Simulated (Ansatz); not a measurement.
# LuRu3Br2: a short molecular-dynamics run

Aim: set LuRu3Br2 (a randomly packed cell, 12 atoms, not relaxed) in motion for 60 steps of 1.5 fs at constant energy, with velocities drawn for 100 K, and see how temperature, energy and positions respond.

All numbers below are computed with Ansatz 0.2.0 (DFT PBE, plane waves, PAW, scalar-relativistic, no spin polarisation).

The cell holds 12 atoms (Br4Lu2Ru6): a = 6.900 Å, b = 7.030 Å, c = 6.274 Å, α = 73.28°, β = 87.65°, γ = 96.64°.

As a file:

```
Ru Lu Br
1.0
     6.84198   -0.84739    0.27144
     0.03823    7.02331    0.30384
     0.20953    1.54264    6.07740
Ru Lu Br
6 2 4
Direct
  0.13382 0.94213 0.00490
  0.76455 0.48805 0.64467
  0.13035 0.93899 0.54078
  0.79851 0.06159 0.75489
  0.80606 0.62596 0.03803
  0.97417 0.25005 0.16376
  0.30480 0.39120 0.75400
  0.49734 0.23803 0.26464
  0.52353 0.80869 0.62741
  0.80622 0.85646 0.32476
  0.47169 0.68625 0.25289
  0.09884 0.60886 0.36410
```

The structure above is the start of the run; the results belong to its end.

```
                             quantity                             value
                               length                60 steps of 1.5 fs
     temperature, first and last step                    100 and 4411 K
             temperature, second half  mean 4561 K, from 3950 to 4888 K
        potential energy, second half      -529 meV/atom from the start
   largest change of the total energy                     0.27 meV/atom
mean square displacement, second half   Br 0.544, Ru 0.182, Lu 0.013 Å²
```

The temperature starts at 100 K and averages 4561 K in the second half, where it ranges from 3950 to 4888 K; the start was no minimum (force components up to 3.9 eV/Å), and the potential energy that it sheds (529 meV/atom) turns into motion. The total energy strays from its start by at most 0.27 meV/atom, under 0.1 % of the mean kinetic energy, which is good for a step of 1.5 fs. Bonds change: the first event comes at 63.0 fs (Br9–Br10 breaks). Over the second half Br atoms stand 0.7 Å (root mean square) from where they began, and the farthest move is 1.1 Å. 90 fs on 12 atoms is far too short and small for converged averages. The k-mesh is coarse for this cell.

Which input would start the first run of this session?

The input that was used; it is not the only one that fits:

File input.yaml:

```yaml
crystal:
  lattice:
    - [6.841981, -0.847392, 0.271443]
    - [0.038228, 7.023311, 0.303845]
    - [0.209529, 1.542636, 6.077398]
  atoms:
    - { symbol: Ru, position: [0.133819, 0.942126, 0.004902] }
    - { symbol: Ru, position: [0.764545, 0.488052, 0.644671] }
    - { symbol: Ru, position: [0.130346, 0.938994, 0.540784] }
    - { symbol: Ru, position: [0.798508, 0.061588, 0.754889] }
    - { symbol: Ru, position: [0.806057, 0.625961, 0.038035] }
    - { symbol: Ru, position: [0.974174, 0.250054, 0.163765] }
    - { symbol: Lu, position: [0.304796, 0.391195, 0.754] }
    - { symbol: Lu, position: [0.497344, 0.238033, 0.264635] }
    - { symbol: Br, position: [0.523528, 0.808687, 0.627407] }
    - { symbol: Br, position: [0.80622, 0.856459, 0.324761] }
    - { symbol: Br, position: [0.471689, 0.686249, 0.252889] }
    - { symbol: Br, position: [0.098839, 0.608862, 0.364097] }
kpoints:
  mp_grid: { grid: [2, 2, 3] }
magnetization:
  spin_polarized: false
scf:
  occupations: { method: cold, width: 0.15 }
hamiltonian:
  pseudopotentials: { kind: paw }
  xc: pbe
basis:
  ecutwfc: 420
md:
  timestep: 1.5
  n_steps: 60
  ensemble: nve
  temperature: 100.0
  initial_velocities: maxwell_boltzmann
  seed: 793124
```

Command:

```sh
$ ansatz run input.yaml --threads 2 --pin off --max-ram 2560MiB --backend cpu --events-out ev --progress --plain --runs-dir out
```
